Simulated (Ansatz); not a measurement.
# TaRu: a relaxation

The task is a relaxation on TaRu. The structure is shown as the input types it.

Program: Ansatz 0.2.0. Level of theory: DFT, PBEsol, PAW with Ansatz's default frozen-core files, scalar-relativistic; relaxation of cell and atoms. These are calculated values, not measurements.

### Step 1. Starting point

Symmetry: Pm-3m, No. 221, cubic system. The conventional cell has a = 3.187 Å, b = 3.187 Å, c = 3.187 Å, α = 90.00°, β = 90.00°, γ = 90.00°. Ta (site symmetry m-3m) is surrounded by 8 Ru at 2.76 Å. Ru (site symmetry m-3m) has 8 Ta at 2.76 Å as nearest neighbours.

Coordinates:

```xyz
2
Lattice="3.1870 0.0000 0.0000 0.0000 3.1870 0.0000 0.0000 0.0000 3.1870" Properties=species:S:1:pos:R:3 pbc="T T T"
Ta    1.5935    1.5935    1.5935
Ru    0.0000    0.0000    0.0000
```

### Step 2. The run

input.yaml

```yaml
crystal:
  lattice:
    - [3.187, 0.0, 0.0]
    - [0.0, 3.187, 0.0]
    - [0.0, 0.0, 3.187]
  atoms:
    - { symbol: Ta, position: [0.5, 0.5, 0.5] }
    - { symbol: Ru, position: [0.0, 0.0, 0.0] }
kpoints:
  mp_grid: { grid: [10, 10, 10] }
scf:
  occupations: { method: fermi_dirac, width: 0.05 }
  max_iter: 80
hamiltonian:
  xc: pbesol
  pseudopotentials: { kind: paw }
relax:
  f_tol: 0.002
  max_steps: 80
  cell: {}
  max_displacement: 2.0
output:
  forces: true
  stress: true
```

Run with:

```sh
$ ansatz run input.yaml --threads 1 --pin off --max-ram 3072MiB --backend cpu --events-out ev --progress --plain --runs-dir out
```

Standard output:

```text
Engine: ansatz 0.2.0
Pseudopotentials: kind: paw
Pseudopotential: Ta, paw, valence charge 13, recommended cutoff 420 eV (normal), Ta.paw.azcp
Pseudopotential: Ru, paw, valence charge 16, recommended cutoff 420 eV (normal), Ru.paw.azcp
Functional definition: PBEsol
  exchange = pbesol_x
  correlation = pbesol_c
Crystal: 2 atoms, lattice volume = 32.370 Å³
Basis set: ecut = 420 eV, 619 PW (Γ), exchange–correlation on 48×48×48 points (8 copies of the dense FFT grid, shifted against one another)
Bands: 19, of which v1, the nominal top of the filled ones, is band 15 counted from 1 (14 counted from 0)
Symmetry: 48 space group operations
Space group: Pm-3m (ITA 221), of the structure as read, at distance tolerance 3.2e-5 Å
k-points: 56 of 1000
Non-local potential: Ta, projectors of the file, l = 0: 3, l = 1: 2, l = 2: 2, l = 3: 1
Non-local potential: Ru, projectors of the file, l = 0: 3, l = 1: 2, l = 2: 2, l = 3: 1
PAW form: soft (Blöchl's): semilocal exchange-correlation on the pseudo side does not see the compensation charge
PAW frozen core: Ta, regenerated for the run's functional, and the local potential with it (the file was generated under x = pbe(κ = 0.804, μ = 0.2195149727645171), c = pbe(β = 0.06672455060314922))
PAW frozen core: Ru, regenerated for the run's functional, and the local potential with it (the file was generated under x = pbe(κ = 0.804, μ = 0.2195149727645171), c = pbe(β = 0.06672455060314922))
PAW one-centre angular grid: Ta, 590 points (default); XC on 64 Gauss nodes
PAW one-centre angular grid: Ru, 590 points (default); XC on 64 Gauss nodes
Initial density: superposition of atomic densities (neutral atoms: chi_scale 0, normalization atom), corrected by the library's trained network
Initial wavefunctions: pseudopotential atomic-orbital guess
Functional: x = pbesol(κ = 0.804, μ = 0.12345679012345678), c = pbesol(β = 0.046)
SCF iter   1: F=—  HF=-15623.486152 eV  |F-HF|=—  |Δ(HF+E_count)|=         —  Δρ=1.16e-2  dr2=6.41e-2  ethr=1.77e-3  ⟨swp⟩=5.4  Hψ=4576  notcnv=0
preconditioner: auto → none  [metal: Δε(μ)=0.017 eV  Ē_g=5.415 eV  σ=0.050 eV  W_gap=0.08  n_scr=6 (ndim 8)  ℏωp=23.5 eV  f_vac=0.000  D(μ)=3.31/eV (n_scr^D=32)  sad-step TF]
SCF iter   2: F=—  HF=-15623.482869 eV  |F-HF|=—  |Δ(HF+E_count)|=   3.28e-3  Δρ=7.07e-3  dr2=2.72e-2  ethr=2.21e-4  ⟨swp⟩=1.3  Hψ=1534  notcnv=0
SCF iter   3: F=—  HF=-15623.480253 eV  |F-HF|=—  |Δ(HF+E_count)|=   2.62e-3  Δρ=1.39e-3  dr2=7.70e-4  ethr=9.38e-5  ⟨swp⟩=1.0  Hψ=1066  notcnv=0
SCF iter   4: F=—  HF=-15623.480148 eV  |F-HF|=—  |Δ(HF+E_count)|=   1.05e-4  Δρ=2.43e-4  dr2=7.92e-6  ethr=2.66e-6  ⟨swp⟩=2.2  Hψ=1715  notcnv=0
SCF iter   5: F=—  HF=-15623.480142 eV  |F-HF|=—  |Δ(HF+E_count)|=   6.62e-6  Δρ=2.31e-5  dr2=1.94e-7  ethr=2.73e-8  ⟨swp⟩=2.0  Hψ=1867  notcnv=0
SCF iter   6: F=-15623.480142 eV  HF=-15623.480142 eV  |F-HF|=1.75e-9  |Δ(HF+E_count)|=   1.87e-8  Δρ=2.74e-6  dr2=2.29e-9  ethr=3.45e-10  ⟨swp⟩=4.0  Hψ=3339  notcnv=0
SCF 1 converged in 6 iterations: F = -15623.480142 eV  dr2 = 2.29e-9
relax step   1: F+E_penalty+E_count = -15623.48014186 eV  Δ(F+E_penalty+E_count) = +0.000e0 eV  max|allowed force component| = 6.311e-30 eV/Å  Δτ_max = 0.0000 Å  P = -11.005 GPa  Ω = 32.370 Å³  (6 SCF iters, dr2 threshold 1.00e-7 eV, accepted)
Crystal: 2 atoms, lattice volume = 27.863 Å³
Basis set: ecut = 420 eV, 515 PW (Γ), exchange–correlation on 48×48×48 points (8 copies of the dense FFT grid, shifted against one another)
Initial density: handed on by an earlier stage of this run
Initial wavefunctions: those handed on with the density
SCF iter   1: F=—  HF=-15623.333613 eV  |F-HF|=—  |Δ(HF+E_count)|=         —  Δρ=4.66e-2  dr2=1.07e0  ethr=3.10e-3  ⟨swp⟩=5.7  Hψ=4570  notcnv=0
preconditioner: auto → none  [metal: Δε(μ)=0.004 eV  Ē_g=6.332 eV  σ=0.050 eV  W_gap=0.02  n_scr=6 (ndim 8)  ℏωp=25.4 eV  f_vac=0.000  D(μ)=2.90/eV (n_scr^D=32)]
SCF iter   2: F=—  HF=-15623.234328 eV  |F-HF|=—  |Δ(HF+E_count)|=   9.93e-2  Δρ=1.74e-2  dr2=1.61e-1  ethr=3.10e-3  ⟨swp⟩=1.7  Hψ=1556  notcnv=0
SCF iter   3: F=—  HF=-15623.214723 eV  |F-HF|=—  |Δ(HF+E_count)|=   1.96e-2  Δρ=3.24e-3  dr2=3.52e-3  ethr=5.55e-4  ⟨swp⟩=2.0  Hψ=1276  notcnv=0
SCF iter   4: F=—  HF=-15623.214234 eV  |F-HF|=—  |Δ(HF+E_count)|=   4.90e-4  Δρ=6.66e-4  dr2=5.69e-5  ethr=1.21e-5  ⟨swp⟩=1.7  Hψ=1174  notcnv=0
SCF iter   5: F=—  HF=-15623.214234 eV  |F-HF|=—  |Δ(HF+E_count)|=   4.05e-7  Δρ=8.92e-5  dr2=2.42e-6  ethr=1.96e-7  ⟨swp⟩=2.0  Hψ=1889  notcnv=0
SCF iter   6: F=-15623.214233 eV  HF=-15623.214233 eV  |F-HF|=1.38e-8  |Δ(HF+E_count)|=   5.16e-7  Δρ=1.17e-5  dr2=2.16e-8  ethr=6.90e-10  ⟨swp⟩=4.9  Hψ=3996  notcnv=0
SCF 2 converged in 6 iterations: F = -15623.214233 eV  dr2 = 2.16e-8
relax step   2: F+E_penalty+E_count = -15623.21423339 eV  Δ(F+E_penalty+E_count) = +2.659e-1 eV  max|allowed force component| = 2.662e-30 eV/Å  Δτ_max = 0.0000 Å  P = +35.943 GPa  Ω = 27.863 Å³  energy of the carried Pulay correction = +1.542e-3 eV  (6 SCF iters, dr2 threshold 2.00e-7 eV, rejected (line search))
Crystal: 2 atoms, lattice volume = 31.188 Å³
iter 1 solved again at ethr=2.77e-3 eV; its pass at ethr=3.10e-3 eV (dr2=8.02e-1 eV) is discarded
SCF iter   1: F=—  HF=-15623.617703 eV  |F-HF|=—  |Δ(HF+E_count)|=         —  Δρ=3.69e-2  dr2=7.99e-1  ethr=2.77e-3  ⟨swp⟩=1.0  Hψ=5918  notcnv=0
preconditioner: auto → none  [metal: Δε(μ)=0.019 eV  Ē_g=5.773 eV  σ=0.050 eV  W_gap=0.10  n_scr=6 (ndim 8)  ℏωp=24.0 eV  f_vac=0.000  D(μ)=2.78/eV (n_scr^D=32)]
SCF iter   2: F=—  HF=-15623.543213 eV  |F-HF|=—  |Δ(HF+E_count)|=   7.45e-2  Δρ=1.31e-2  dr2=1.09e-1  ethr=2.75e-3  ⟨swp⟩=1.8  Hψ=1144  notcnv=0
SCF iter   3: F=—  HF=-15623.529650 eV  |F-HF|=—  |Δ(HF+E_count)|=   1.36e-2  Δρ=2.69e-3  dr2=2.86e-3  ethr=3.75e-4  ⟨swp⟩=2.1  Hψ=1338  notcnv=0
SCF iter   4: F=—  HF=-15623.529409 eV  |F-HF|=—  |Δ(HF+E_count)|=   2.40e-4  Δρ=6.79e-4  dr2=4.16e-5  ethr=9.85e-6  ⟨swp⟩=2.1  Hψ=1708  notcnv=0
SCF iter   5: F=—  HF=-15623.529400 eV  |F-HF|=—  |Δ(HF+E_count)|=   9.30e-6  Δρ=5.62e-5  dr2=1.25e-6  ethr=1.44e-7  ⟨swp⟩=2.1  Hψ=1377  notcnv=0
SCF iter   6: F=—  HF=-15623.529399 eV  |F-HF|=—  |Δ(HF+E_count)|=   7.82e-7  Δρ=7.12e-6  dr2=3.40e-9  ethr=4.31e-9  ⟨swp⟩=1.9  Hψ=1491  notcnv=0
SCF iter   7: F=—  HF=-15623.529399 eV  |F-HF|=—  |Δ(HF+E_count)|=   1.81e-9  Δρ=9.35e-7  dr2=3.01e-10  ethr=1.17e-11  ⟨swp⟩=2.1  Hψ=1795  notcnv=0
SCF iter   8: F=-15623.529399 eV  HF=-15623.529399 eV  |F-HF|=3.64e-12  |Δ(HF+E_count)|=  3.09e-11  Δρ=8.76e-8  dr2=5.89e-13  ethr=1.00e-12  ⟨swp⟩=4.6  Hψ=5113  notcnv=0
SCF 3 converged in 8 iterations: F = -15623.529399 eV  dr2 = 5.89e-13
relax step   3: F+E_penalty+E_count = -15623.52939919 eV  Δ(F+E_penalty+E_count) = -4.926e-2 eV  max|allowed force component| = 2.630e-30 eV/Å  Δτ_max = 0.0000 Å  P = -1.934 GPa  Ω = 31.188 Å³  energy of the carried Pulay correction = +3.834e-4 eV  (8 SCF iters, accepted)
Crystal: 2 atoms, lattice volume = 30.966 Å³
iter 1 solved again at ethr=1.13e-5 eV; its pass at ethr=3.10e-3 eV (dr2=3.28e-3 eV) is discarded
SCF iter   1: F=—  HF=-15623.531167 eV  |F-HF|=—  |Δ(HF+E_count)|=         —  Δρ=2.39e-3  dr2=3.26e-3  ethr=1.13e-5  ⟨swp⟩=2.0  Hψ=4876  notcnv=0
preconditioner: auto → none  [metal: Δε(μ)=0.004 eV  Ē_g=5.699 eV  σ=0.050 eV  W_gap=0.02  n_scr=6 (ndim 8)  ℏωp=24.1 eV  f_vac=0.000  D(μ)=3.14/eV (n_scr^D=32)]
SCF iter   2: F=—  HF=-15623.530896 eV  |F-HF|=—  |Δ(HF+E_count)|=   2.71e-4  Δρ=9.00e-4  dr2=5.05e-4  ethr=1.12e-5  ⟨swp⟩=1.0  Hψ=1064  notcnv=0
SCF iter   3: F=—  HF=-15623.530836 eV  |F-HF|=—  |Δ(HF+E_count)|=   6.01e-5  Δρ=1.91e-4  dr2=1.64e-5  ethr=1.74e-6  ⟨swp⟩=1.0  Hψ=1065  notcnv=0
SCF iter   4: F=—  HF=-15623.530832 eV  |F-HF|=—  |Δ(HF+E_count)|=   4.12e-6  Δρ=3.81e-5  dr2=1.50e-7  ethr=5.67e-8  ⟨swp⟩=1.7  Hψ=1162  notcnv=0
iter 5 did not close the SCF: its close was put off for the readings that it lacked (scf_convergence_deferred on its scf_iter line)
SCF iter   5: F=-15623.530832 eV  HF=-15623.530832 eV  |F-HF|=4.44e-9  |Δ(HF+E_count)|=   1.47e-8  Δρ=4.19e-6  dr2=5.25e-9  ethr=5.17e-10  ⟨swp⟩=2.0  Hψ=1878  notcnv=0
SCF iter   6: F=-15623.530832 eV  HF=-15623.530832 eV  |F-HF|=3.09e-11  |Δ(HF+E_count)|=   1.47e-9  Δρ=6.55e-7  dr2=5.18e-11  ethr=1.81e-11  ⟨swp⟩=1.9  Hψ=3345  notcnv=0
SCF 4 converged in 6 iterations: F = -15623.530832 eV  dr2 = 5.18e-11
relax step   4: F+E_penalty+E_count = -15623.53083210 eV  Δ(F+E_penalty+E_count) = -1.433e-3 eV  max|allowed force component| = 4.963e-30 eV/Å  Δτ_max = 0.0000 Å  P = -0.012 GPa  Ω = 30.966 Å³  energy of the carried Pulay correction = +4.571e-4 eV  (6 SCF iters, dr2 threshold 2.00e-7 eV, accepted)
Initial wavefunctions: pseudopotential atomic-orbital guess (no wavefunctions were taken with the density)
iter 1 solved again at ethr=2.69e-8 eV; its pass at ethr=3.10e-3 eV (dr2=7.81e-6 eV) is discarded
SCF iter   1: F=—  HF=-15623.530386 eV  |F-HF|=—  |Δ(HF+E_count)|=         —  Δρ=8.68e-5  dr2=3.36e-7  ethr=2.69e-8  ⟨swp⟩=3.0  Hψ=7738  notcnv=0
preconditioner: auto → none  [metal: Δε(μ)=0.017 eV  Ē_g=5.703 eV  σ=0.050 eV  W_gap=0.09  n_scr=6 (ndim 8)  ℏωp=24.1 eV  f_vac=0.000  D(μ)=3.10/eV (n_scr^D=32)]
SCF iter   2: F=—  HF=-15623.530381 eV  |F-HF|=—  |Δ(HF+E_count)|=   5.52e-6  Δρ=4.11e-5  dr2=6.32e-8  ethr=1.16e-9  ⟨swp⟩=2.3  Hψ=1881  notcnv=0
SCF iter   3: F=—  HF=-15623.530381 eV  |F-HF|=—  |Δ(HF+E_count)|=   3.11e-8  Δρ=5.33e-6  dr2=2.61e-9  ethr=2.18e-10  ⟨swp⟩=2.8  Hψ=1567  notcnv=0
SCF iter   4: F=—  HF=-15623.530381 eV  |F-HF|=—  |Δ(HF+E_count)|=  7.73e-10  Δρ=9.79e-7  dr2=7.81e-11  ethr=8.99e-12  ⟨swp⟩=2.9  Hψ=1964  notcnv=0
iter 5 did not close the SCF: its close was put off for the readings that it lacked (scf_convergence_deferred on its scf_iter line)
SCF iter   5: F=-15623.530381 eV  HF=-15623.530381 eV  |F-HF|=5.46e-12  |Δ(HF+E_count)|=  3.46e-11  Δρ=7.88e-8  dr2=1.53e-12  ethr=1.00e-12  ⟨swp⟩=1.0  Hψ=1064  notcnv=0
SCF iter   6: F=-15623.530381 eV  HF=-15623.530381 eV  |F-HF|=3.64e-12  |Δ(HF+E_count)|=    0.00e0  Δρ=1.75e-8  dr2=4.23e-14  ethr=1.00e-12  ⟨swp⟩=4.0  Hψ=4209  notcnv=0
SCF 5 converged in 6 iterations: F = -15623.530381 eV  dr2 = 4.23e-14
relax step   5: F+E_penalty+E_count = -15623.53038077 eV  Δ(F+E_penalty+E_count) = +4.513e-4 eV  max|allowed force component| = 3.386e-30 eV/Å  Δτ_max = 0.0000 Å  P = -0.012 GPa  Ω = 30.966 Å³  stress off target by 1.20e-2 GPa  SCF on the basis re-selected at this cell (its energy is not comparable with the rows above)  (6 SCF iters)
basis re-selected at this cell: Δ(F+E_penalty+E_count) = +4.513e-4 eV, ΔP = -0.000 GPa vs the last step (what re-selecting the basis moved, of the pressure what is left beyond the Pulay correction that the steps carried, after the strain that the cell walked since its last selection, with what the two solves' SCF thresholds leave and, on support functions, any second-order correction that the steps lacked; it is no measure of the basis error at this ecutwfc). This SCF's stress stands 1.20e-2 GPa from its target on what of the cell is left free (relax.cell.stress_tol is 5.00e-2 GPa) and its largest allowed force component is 3.39e-30 eV/Å (relax.f_tol is 2.00e-3 eV/Å): within both
SCF converged after 6 iterations
Free energy (F): -15623.530381 eV
Harris-Foulkes:  -15623.530381 eV  (|F-HF|=3.64e-12)
Internal energy: -15623.505552 eV  (E = F + TS)
E sigma→0 (E₀):  -15623.517966 eV
Entropy (-TS):   -0.024829 eV (-12.415 meV/atom)
Fermi energy:    22.048154 eV
--- Per-component energies (eV) ---
  E_band       = -161.304701
  E_kinetic    = 881.909255
  E_local      = -1894.244931  (includes V_loc(G=0)·N_el)
  E_nonlocal   = 362.355565
  E_hartree    = 635.054174
  E_xc         = -407.155448
  E_vxc        = -443.389600  (∫ρ·V_xc dr)
  E_paw        = -11672.260055  (= ΣΔE_a)
  E_vpaw       = -338.043281  (= ΣTr[D̂ρ^β])
  E_aug_tail   = -0.000063  (compensation charges beyond the density's cutoff)
  E_ewald      = -3529.630992
  E_core_change = 0.466942  (= ΣΔE_core)
  E_smearing   = -0.024829  (= −TS)
  E_closure    = -0.000000  (closes the sum)
  Σ components = -15623.530381   (vs F -15623.530381, Δ=0.00e0)
--- Forces (eV/Å), atoms counted from 1 ---
  atom   1  Ta     0.00000000    -0.00000000     0.00000000
  atom   2  Ru     0.00000000     0.00000000    -0.00000000
  max |Σ_I F_I| component: 7.95e-30 eV/Å
--- Stress (GPa, compression-positive) ---
       -0.011960       0.000000      -0.000000
        0.000000      -0.011960      -0.000000
       -0.000000      -0.000000      -0.011960
  P = ⅓ Tr σ = -0.0120 GPa (-0.120 kbar)
--- Relaxed structure (4 steps of the walk, 3 accepted, 1 SCFs on fresh bases) ---
  F+E_penalty+E_count = -15623.53038077 eV   max|allowed force component| = 3.386e-30 eV/Å   (the final SCF, on the basis selected at the relaxed cell)
  cell:  # Å, volume = 30.9656 Å³
    - [3.1402194859923678, -2.8888949165808538e-34, -2.728400754548584e-34]
    - [2.246918268451775e-34, 3.1402194859923678, -3.209883240645393e-35]
    - [4.33334237487128e-34, -9.62964972193618e-35, 3.1402194859923678]
  atoms:
    - { symbol: Ta, position: [0.5, 0.5, 0.5] }
    - { symbol: Ru, position: [-2.8625782482317835e-49, -1.1450312992927134e-48, -2.8625782482317835e-49] }
```

Run time: 7.1 s. Hardware: 1 thread of Intel Xeon Platinum 8488C (Sapphire Rapids), shared host; peak memory 0.39 GiB.

### Step 3. Can this be trusted?

This run ends as converged. That alone doesn't make the input a sound one.

The suspect setting: relax.max_displacement is 2.0. The risk: steps too long. It still converged here, which does not make the setting sound.

Run again and compare: delete relax.max_displacement (the default then holds).

### Step 4. A check with that setting changed

Other changes include scf.max_iter.

Changes to input.yaml since step 2:

```diff
@@ -12,3 +12,2 @@
   occupations: { method: fermi_dirac, width: 0.05 }
-  max_iter: 80
 hamiltonian:
@@ -20,3 +19,2 @@
   cell: {}
-  max_displacement: 2.0
 output:
```

Run with:

```sh
$ ansatz run input.yaml --threads 1 --pin off --max-ram 3072MiB --backend cpu --events-out ev --progress --plain --runs-dir out
```

From the output:

```text
[...]
Basis set: ecut = 420 eV, 619 PW (Γ), exchange–correlation on 48×48×48 points (8 copies of the dense FFT grid, shifted against one another)
[...]
k-points: 56 of 1000
[...]
SCF iter   1: F=—  HF=-15623.486152 eV  |F-HF|=—  |Δ(HF+E_count)|=         —  Δρ=1.16e-2  dr2=6.41e-2  ethr=1.77e-3  ⟨swp⟩=5.4  Hψ=4576  notcnv=0
preconditioner: auto → none  [metal: Δε(μ)=0.017 eV  Ē_g=5.415 eV  σ=0.050 eV  W_gap=0.08  n_scr=6 (ndim 8)  ℏωp=23.5 eV  f_vac=0.000  D(μ)=3.31/eV (n_scr^D=32)  sad-step TF]
SCF iter   2: F=—  HF=-15623.482869 eV  |F-HF|=—  |Δ(HF+E_count)|=   3.28e-3  Δρ=7.07e-3  dr2=2.72e-2  ethr=2.21e-4  ⟨swp⟩=1.3  Hψ=1534  notcnv=0
[...]
relax step   1: F+E_penalty+E_count = -15623.48014186 eV  Δ(F+E_penalty+E_count) = +0.000e0 eV  max|allowed force component| = 6.311e-30 eV/Å  Δτ_max = 0.0000 Å  P = -11.005 GPa  Ω = 32.370 Å³  (6 SCF iters, dr2 threshold 1.00e-7 eV, accepted)
[...]
Basis set: ecut = 420 eV, 515 PW (Γ), exchange–correlation on 48×48×48 points (8 copies of the dense FFT grid, shifted against one another)
[...]
relax step   2: F+E_penalty+E_count = -15623.21423339 eV  Δ(F+E_penalty+E_count) = +2.659e-1 eV  max|allowed force component| = 2.662e-30 eV/Å  Δτ_max = 0.0000 Å  P = +35.943 GPa  Ω = 27.863 Å³  energy of the carried Pulay correction = +1.542e-3 eV  (6 SCF ite
[...]
relax step   3: F+E_penalty+E_count = -15623.52939919 eV  Δ(F+E_penalty+E_count) = -4.926e-2 eV  max|allowed force component| = 2.630e-30 eV/Å  Δτ_max = 0.0000 Å  P = -1.934 GPa  Ω = 31.188 Å³  energy of the carried Pulay correction = +3.834e-4 eV  (8 SCF iter
[...]
relax step   4: F+E_penalty+E_count = -15623.53083013 eV  Δ(F+E_penalty+E_count) = -1.431e-3 eV  max|allowed force component| = 6.508e-30 eV/Å  Δτ_max = 0.0000 Å  P = +0.152 GPa  Ω = 30.947 Å³  energy of the carried Pulay correction = +4.633e-4 eV  (6 SCF iter
[...]
relax step   5: F+E_penalty+E_count = -15623.53083264 eV  Δ(F+E_penalty+E_count) = -2.508e-6 eV  max|allowed force component| = 2.728e-30 eV/Å  Δτ_max = 0.0000 Å  P = +0.001 GPa  Ω = 30.964 Å³  energy of the carried Pulay correction = +4.576e-4 eV  (6 SCF iter
[...]
SCF iter   5: F=-15623.530381 eV  HF=-15623.530381 eV  |F-HF|=0.00e0  |Δ(HF+E_count)|=  4.37e-11  Δρ=7.77e-8  dr2=1.46e-12  ethr=1.00e-12  ⟨swp⟩=1.0  Hψ=1064  notcnv=0
SCF iter   6: F=-15623.530381 eV  HF=-15623.530381 eV  |F-HF|=9.09e-12  |Δ(HF+E_count)|=  7.28e-12  Δρ=1.70e-8  dr2=3.51e-14  ethr=1.00e-12  ⟨swp⟩=4.0  Hψ=4213  notcnv=0
[...]
relax step   6: F+E_penalty+E_count = -15623.53038135 eV  Δ(F+E_penalty+E_count) = +4.513e-4 eV  max|allowed force component| = 1.841e-30 eV/Å  Δτ_max = 0.0000 Å  P = +0.001 GPa  Ω = 30.964 Å³  stress off target by 1.03e-3 GPa  SCF on the basis re-selected at 
[...]
SCF converged after 6 iterations
Free energy (F): -15623.530381 eV
[...]
E sigma→0 (E₀):  -15623.517967 eV
[...]
Fermi energy:    22.049390 eV
[...]
  P = ⅓ Tr σ = 0.0010 GPa (0.010 kbar)
--- Relaxed structure (5 steps of the walk, 4 accepted, 1 SCFs on fresh bases) ---
[...]
```

Run time: 9.9 s. Hardware: 1 thread of Intel Xeon Platinum 8488C (Sapphire Rapids), shared host; peak memory 0.39 GiB.

```
       run     ending  energy change  pressure (GPa)  gap (eV)  force (eV/Å)  cycles   time
 first try  converged   0.0 meV/atom             0.0      0.00          0.00      32  7.1 s
second try  converged              0             0.0      0.00          0.00      38  9.9 s
```

### Step 5. Results

```
                           quantity                      value
                          first try                  converged
                 setting under test       max_displacement 2.0
                         second try                  converged
energy (zero set by the potentials)             -15623.5304 eV
                           pressure                   0.00 GPa
                    gap on the mesh  none (metal on this mesh)
                      largest force                 0.000 eV/Å
```

In words: Both runs end at the same energy: the doubtful setting did not spoil the result here.
